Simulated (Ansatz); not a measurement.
# C2H4AlFO (SMILES C=C[O][AlH][F]) at BCCD(T)/def2-SVP

What is the energy change on altering one bond length of C2H4AlFO at BCCD(T)/def2-SVP? 

The calculation is run with Ansatz 0.2.0.

127 further runs of the same task are left out: 127 set aside as unsound or not needed.

### 1 Starting point

C2H4AlFO has 9 atoms, charge 0, and is taken as a singlet. SMILES: `C=C[O][AlH][F]`. The shape is that of a PBE0-D4/def2-TZVP optimisation. This is one conformer, not always the lowest.

Bond lengths: C1–C2 1.325 Å, C2–O3 1.346 Å, O3–Al4 1.684 Å, Al4–F5 1.640 Å, C1–H6 1.083 Å, C1–H7 1.081 Å, C2–H8 1.090 Å, Al4–H9 1.565 Å. Angles: C1–C2–O3 123.2°, C2–O3–Al4 137.8°, O3–Al4–F5 116.4°, C1–C2–H8 121.1°, O3–C2–H8 115.7°, C2–C1–H6 121.4°, C2–C1–H7 119.7°, O3–Al4–H9 123.2°, F5–Al4–H9 120.5°, H6–C1–H7 119.0°.

### 2 The energy at BCCD(T)/def2-SVP

in.yaml

```yaml
crystal:
  periodic: [false, false, false]
  atoms:
    - {symbol: C, position_ang: [-1.562000, -0.360100, 1.103900]}
    - {symbol: C, position_ang: [-0.728000, -0.312900, 0.075500]}
    - {symbol: O, position_ang: [0.490300, 0.256500, 0.139600]}
    - {symbol: Al, position_ang: [1.800800, 0.519300, -0.884800]}
    - {symbol: F, position_ang: [3.087600, 1.301600, -0.235000]}
    - {symbol: H, position_ang: [-1.297700, 0.065300, 2.064100]}
    - {symbol: H, position_ang: [-2.527700, -0.832200, 0.988500]}
    - {symbol: H, position_ang: [-0.999000, -0.743100, -0.888800]}
    - {symbol: H, position_ang: [1.824300, 0.059200, -2.380300]}
basis:
  gaussian: {orbitals: def2-SVP}
correlation: {method: bccd_t, frozen_orbitals: {Al: 5, C: 1, F: 1, H: 0, O: 1}}
scf: {omitted_lower_state_checks: [cluster_reference, increment]}
accuracy: high
```

Launch:

```
$ ansatz run in.yaml --threads 1 --pin off --max-ram 3480MiB --events-out events.jsonl --progress --plain --runs-dir runs
```

Output (excerpt; [...] marks lines left out):

```text
Warning: RAYON_NUM_THREADS=1 ignored (pool sized by the plan → 1); use --threads N
Functional definition: HF
  name "HF"
[...]
2095 factors; integrals over basis functions are off by at most 5.5e-9 eV
[...]
mean field -13445.36282716 eV, -494.1079703037 hartree, gradient 1.5e-8 eV, S^2 0.000000; 0 other end points of the search recorded, 0 dependent functions left out
9 core orbitals not correlated: weight in the atoms' cores, before any rotation towards them, 1.000 or more for the frozen orbitals, at most 0.000 for the correlated occupied ones
reference -13445.36282716 eV, -494.1079703037 hartree; 14, 14 occupied and 71, 71 virtual orbitals, 2095 factors
second order -18.81717952 eV of doubles, -0.00000000 eV of singles
cycle   1  -19.12574466 eV  change   -3.1e-1 eV  update   1.1e-1
[...]
cycle  21  -19.70037630 eV  change   -1.7e-9 eV  update   1.7e-9
perturbative correction -0.54943017 eV, -0.0201911864 hartree
Total energy: -13465.61263363 eV, -494.8521369658 hartree
Checks for a lower state left out: cluster_reference, increment
```

Wall time 40 s (1 thread of Arm Neoverse V1, shared host); peak memory 0.84 GiB.

### 3 The distorted shape, same level

run.yaml

```yaml
crystal:
  periodic: [false, false, false]
  atoms:
    - symbol: C
      position_ang: [-1.694140, -0.572784, 0.623836]
    - symbol: C
      position_ang: [-0.860140, -0.525584, -0.404564]
    - symbol: O
      position_ang: [0.358160, 0.043816, -0.340464]
    - symbol: Al
      position_ang: [1.668660, 0.306616, -1.364864]
    - symbol: F
      position_ang: [2.955460, 1.088916, -0.715064]
    - symbol: H
      position_ang: [-1.297700, 0.065300, 2.064100]
    - symbol: H
      position_ang: [-2.659840, -1.044884, 0.508436]
    - symbol: H
      position_ang: [-1.131140, -0.955784, -1.368864]
    - symbol: H
      position_ang: [1.692160, -0.153484, -2.860364]
basis:
  gaussian:
    orbitals: def2-SVP
correlation:
  method: bccd_t
  frozen_orbitals: {Al: 5, C: 1, F: 1, H: 0, O: 1}
accuracy: high
scf:
  omitted_lower_state_checks: [cluster_reference, increment]
```

Launch:

```
$ ansatz run run.yaml --threads 1 --pin off --max-ram 3480MiB --events-out events.jsonl --progress --plain --runs-dir runs
```

Output (excerpt; [...] marks lines left out):

```text
Warning: RAYON_NUM_THREADS=1 ignored (pool sized by the plan → 1); use --threads N
[... 2 set-up lines as earlier in the session ...]
[...]
2093 factors; integrals over basis functions are off by at most 8.8e-9 eV
[...]
mean field -13442.91085396 eV, -494.0178619508 hartree, gradient 1.8e-8 eV, S^2 0.000000; 0 other end points of the search recorded, 0 dependent functions left out; unrestricted orbitals would lower it
9 core orbitals not correlated: weight in the atoms' cores, before any rotation towards them, 1.000 or more for the frozen orbitals, at most 0.000 for the correlated occupied ones
reference -13442.91085396 eV, -494.0178619508 hartree; 14, 14 occupied and 71, 71 virtual orbitals, 2093 factors
second order -19.03685441 eV of doubles, -0.00000000 eV of singles
cycle   1  -19.33063757 eV  change   -2.9e-1 eV  update   1.2e-1
[...]
cycle  22  -20.00490580 eV  change   -1.3e-9 eV  update   2.0e-9
perturbative correction -0.60397547 eV, -0.0221956890 hartree
Total energy: -13463.51973523 eV, -494.7752243683 hartree
Checks for a lower state left out: cluster_reference, increment
```

Run time: 41 s. Hardware: 1 thread of Arm Neoverse V1, shared host; peak memory 0.84 GiB.

### 4 Summary of results

At BCCD(T)/def2-SVP, 9 core orbitals frozen:

| quantity | value |
| --- | --- |
| first shape: total energy | -494.85214 Eh |
| first shape: correlation energy (9 core orbitals frozen) | -744.2 mEh |
| first shape: (T) correction | -20.19 mEh |
| distorted shape: total energy | -494.77522 Eh |
| distorted shape: correlation energy (9 core orbitals frozen) | -757.4 mEh |
| distorted shape: (T) correction | -22.20 mEh |
| energy change with the C1–H6 bond stretched from 1.083 to 1.624 Å | 2.093 eV |

In words: With the C1–H6 bond stretched from 1.083 to 1.624 Å the energy rises by 2.09 eV (48 kcal/mol). The first shape isn't relaxed at this level, so the change isn't measured from a minimum. The triples (first shape) make up 2.7 % of the correlation energy. The restricted solution (distorted shape) is unstable to spin breaking: an unrestricted one lies lower. The triples (distorted shape) make up 2.9 % of the correlation energy.
